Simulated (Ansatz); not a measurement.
# Ge3Pd: from a guess to a relaxed structure

The task: take a trial cell of Ge3Pd to zero force and stress.

Program: Ansatz 0.2.0. Level of theory: DFT PBE, scalar-relativistic, plane waves, PAW. These are calculated values, not measurements.

### 1 The system as given

It takes space group P4/mmm (No. 123, tetragonal). Conventional cell: a = 3.582 Å, b = 3.582 Å, c = 5.602 Å, α = 90.00°, β = 90.00°, γ = 90.00°. Ge (site symmetry 4/mmm) is surrounded by 4 Ge at 2.53 Å and 2 Pd at 2.80 Å. Ge (site symmetry 4/mmm) has 4 Pd at 2.53 Å and 2 Ge at 2.80 Å in its first shell of neighbours. Ge (site symmetry 4/mmm) has 6 Ge at 2.53 to 2.80 Å in its first shell of neighbours. Pd (site symmetry 4/mmm) is surrounded by 6 Ge at 2.53 to 2.80 Å.

Structure file:

```cif
data_structure
_symmetry_space_group_name_H-M 'P4/mmm'
_symmetry_Int_Tables_number 123
_cell_length_a 3.5824
_cell_length_b 3.5824
_cell_length_c 5.6018
_cell_angle_alpha 90.000
_cell_angle_beta 90.000
_cell_angle_gamma 90.000
_cell_volume 71.89
loop_
_atom_site_label
_atom_site_type_symbol
_atom_site_symmetry_multiplicity
_atom_site_Wyckoff_symbol
_atom_site_fract_x
_atom_site_fract_y
_atom_site_fract_z
_atom_site_occupancy
Ge1 Ge 1 b 0.00000 0.00000 0.50000 1
Ge2 Ge 1 c 0.50000 0.50000 0.00000 1
Ge3 Ge 1 d 0.50000 0.50000 0.50000 1
Pd1 Pd 1 a 0.00000 0.00000 0.00000 1
```

A structure generator made this guess: random cell by space group and Wyckoff sites (P4/mmm, No. 123). The dimensions are guesses.

### 2 The guess as it stands, on a coarse mesh

The input, input.yaml:

```yaml
crystal:
  lattice:
    - [3.58240607, 0.0, 0.0]
    - [0.0, 3.58240607, 0.0]
    - [0.0, 0.0, 5.60183682]
  atoms:
    - { symbol: Ge, position: [0.0, 0.0, 0.5] }
    - { symbol: Ge, position: [0.5, 0.5, 0.0] }
    - { symbol: Ge, position: [0.5, 0.5, 0.5] }
    - { symbol: Pd, position: [0.0, 0.0, 0.0] }
basis:
  ecutwfc: 420
kpoints:
  mp_grid: { grid: [6, 6, 4] }
hamiltonian:
  xc: pbe
scf:
  occupations: { method: gaussian, width: 0.1 }
  lower_state_search: "off"
output:
  forces: true
  stress: true
  eigenvalues: true
```

Launch:

```console
> ansatz run input.yaml --threads 1 --pin off --max-ram 2560MiB --backend cpu --events-out ev --progress --plain --runs-dir out
```

Further runs follow: rough relaxation on the coarse mesh; spin check on a coarse mesh; final relaxation.

Q: Predict the outcome of this session. Wanted: conventional cell; volume; energy over the elements; gap on the mesh.

The runs gave:

```
                              quantity                                                                      value
symmetry at the end (tolerance 0.05 Å)                                               space group P4/mmm (No. 123)
                     conventional cell  a = 3.743 Å, b = 3.743 Å, c = 5.292 Å, α = 90.00°, β = 90.00°, γ = 90.00°
                                volume                                                              18.54 Å³/atom
              energy over the elements                                                              +0.05 eV/atom
                       gap on the mesh                                                               none (metal)
```

**Reading.** The space group P4/mmm (No. 123) is kept, and the volume per atom grows by 3.1 % from the first guess. The formation energy of this structure is too near zero to say whether it is bound against the elements. No finished test with a distortion of lower symmetry is shown, so the end may be a saddle point. Other magnetic orders were not searched.
